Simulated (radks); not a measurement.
**Al in [Ne] 3s1 3p2: an all-electron calculation**

Wanted: eigenvalues, radial structure and energy terms of neutral aluminium.

The numbers are computed with radks (a radial shooting solver on a logarithmic mesh, Libxc functionals) version 1 (non-relativistic Kohn-Sham, PBEsol, spin-unpolarised, spherical densities, point nucleus), except any that are marked as measured or tabulated.

**1. What is computed**

```
element       : aluminium (Z = 13)
charge        : 0
electrons     : 13
configuration : [Ne] 3s1 3p2
```

Outer shells as boxes (Hund's rule):

Al
```
[Ne] core
3s [↑ ]
3p [↑ ][↑ ][  ]
```

**2. The calculation**

The run's settings:

```text
Z 13
configuration [Ne] 3s1 3p2
relativity non-relativistic
functional pbe_sol,pbe_sol
spin unpolarised
nucleus point
```

What does the calculation give?

As calculated:

```
                        quantity                value
                    total energy   -241.55169 hartree
exchange-correlation share of it               7.38 %
                            −T/E               0.9981
          highest occupied level        3p, -3.327 eV
    most extended occupied level  3p, <r> = 3.28 bohr
 radius at density 0.001 e/bohr³            4.73 bohr
    maxima of the radial density                    3
```

What this shows: 3 principal shells are occupied and 3 maxima appear in the radial density. −T/E = 0.9981, near the virial value of 1. This is not the tabulated ground configuration, so its levels and sizes aren't those of the ground state, and no measured value stands beside it.
